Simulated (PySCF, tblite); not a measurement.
# C5H10O3: geometry, infrared bands, NMR shifts, spin-spin couplings and electronic excitations

Wanted: the infrared bands, NMR shifts, spin-spin couplings and electronic excitations of C5H10O3 (`CCC1OCOCO1`), by calculation.

Programs: tblite 0.8.0 and PySCF 2.14.0, with density-fitted response routines of our own. Each step states its level of theory. These are calculated values for one molecule in the gas phase, unless marked as measured. Atoms are numbered from 0 throughout.

### 1 The starting structure

18 atoms, charge 0, multiplicity 1; geometry from: GFN2-xTB.

Bonds of the start (Å): C0–C1 1.52, C1–C2 1.52, C2–O3 1.41, O3–C4 1.39, C4–O5 1.40, O5–C6 1.40, C6–O7 1.40, O7–C2 1.41, C0–H8 1.09, C0–H9 1.09, C0–H10 1.09, C1–H11 1.09, C1–H12 1.09, C2–H13 1.11, C4–H14 1.09, C4–H15 1.11, C6–H16 1.11, C6–H17 1.09.

### 2 Vibrational analysis with GFN2-xTB

What the job is given:

```
{"job": {"kind": "ir", "xc": "GFN2-xTB", "basis": "xTB"}, "charge": 0, "multiplicity": 1}
C      2.535060     0.220333    -0.439448
C      1.380360    -0.748518    -0.650259
C      0.105672    -0.259660     0.022677
O     -0.339465     0.912433    -0.618464
C     -1.560234     1.330355    -0.089099
O     -2.541282     0.336115    -0.175473
C     -2.091078    -0.828755     0.455085
O     -0.871079    -1.272029    -0.059722
H      2.782663     0.301916     0.616538
H      3.414278    -0.126883    -0.975147
H      2.262605     1.204497    -0.809948
H      1.611204    -1.731902    -0.240787
H      1.164653    -0.857224    -1.712577
H      0.281474    -0.026580     1.098473
H     -1.902394     2.180149    -0.681076
H     -1.424125     1.623107     0.975043
H     -1.988002    -0.641464     1.546202
H     -2.829069    -1.609570     0.266344
```

**Question.** This job is followed by: PBE0-D3(BJ)/def2-SVP geometry optimisation, gas phase; GIAO PBE0/pcSseg-1 NMR shielding, non-relativistic, gas phase; B3LYP/pcJ-1 indirect spin-spin coupling, non-relativistic, gas phase; TDDFT PBE0/def2-SVPD, vertical, gas phase, core orbitals frozen in the response; GIAO PBE/pcSseg-1 NMR shielding, non-relativistic, gas phase. What will the session give for the following? strongest single infrared mode (GFN2-xTB); zero-point energy (GFN2-xTB); point group; rotational constants (main isotopes); 13C shifts against TMS (PBE0/pcSseg-1, means over atoms taken as alike); 1H shifts against TMS (PBE0/pcSseg-1, means over atoms taken as alike); 17O shifts against H2O (PBE0/pcSseg-1, means over atoms taken as alike); largest coupling of the table (B3LYP/pcJ-1); lowest singlet (PBE0/def2-SVPD); brightest single state of those computed; lowest triplet; vertical ionisation energy (ΔSCF); range of the shift of O3.

As calculated:

| quantity | value |
| --- | --- |
| strongest single infrared mode (GFN2-xTB) | 1074 cm⁻¹, 213 km/mol |
| zero-point energy (GFN2-xTB) | 94.1 kcal/mol |
| point group | C1 |
| rotational constants (main isotopes) | 4.59, 1.49, 1.20 GHz |
| 13C shifts against TMS (PBE0/pcSseg-1, means over atoms taken as alike) | 103.0, 94.1, 30.3, 9.2 ppm |
| 1H shifts against TMS (PBE0/pcSseg-1, means over atoms taken as alike) | 5.09, 4.76, 4.19, 1.51, 0.92 ppm |
| 17O shifts against H2O (PBE0/pcSseg-1, means over atoms taken as alike) | 117.9, 100.1 ppm |
| largest coupling of the table (B3LYP/pcJ-1) | 1J(C,H) C4–H14, 177.5 Hz |
| lowest singlet (PBE0/def2-SVPD) | 7.83 eV (158 nm), f = 0.067 |
| brightest single state of those computed | state 5, 8.43 eV, f = 0.111 |
| lowest triplet | 7.49 eV |
| vertical ionisation energy (ΔSCF) | 10.12 eV |
| range of the shift of O3 | 117.9 to 134.2 ppm |

What this shows: No mode is imaginary among the 48: a minimum at this level. The strongest single mode, at 1074 cm⁻¹, has its largest shares on O3, C4 and C6 (the list is cut at 3 atoms). GFN2-xTB is a fitted tight-binding method: band positions and strengths are rough. Its intensities can rank the bands wrongly. Relaxing lowered the energy by 0.032 eV in 4 steps; the close pair that moved most is C1–C2, from 1.522 to 1.506 Å. At PBE0/pcSseg-1: The widest tensor belongs to O5: span 153 ppm, with a paramagnetic part of -161 ppm. Of the pairs tabulated at B3LYP/pcJ-1, C4–H14 (mean over like pairs) couples most strongly (177.5 Hz; Fermi contact 176.9 Hz). Couplings across rotatable bonds belong to this one conformer; where others are populated, the observed values are averages, and the simulated multiplets take (2 J gauche + J anti)/3 across rotating chain bonds. The first singlet state (HOMO→LUMO 0.92) lies at 7.83 eV and is bright; of the 10 states computed, the strongest absorption comes from states 5 to 6 together at 8.43 eV. The lowest triplet lies 0.34 eV below the lowest singlet (triplets in Tamm-Dancoff, singlets in full TDDFT). ΔSCF puts the ionisation energy at 10.12 eV, 2.01 eV above −ε(HOMO). In ppm, O3 (with its like atoms) moves most: its shift spreads over 16.3 ppm, from 117.9 (PBE0/pcSseg-1) to 134.2 (PBE/pcSseg-1).
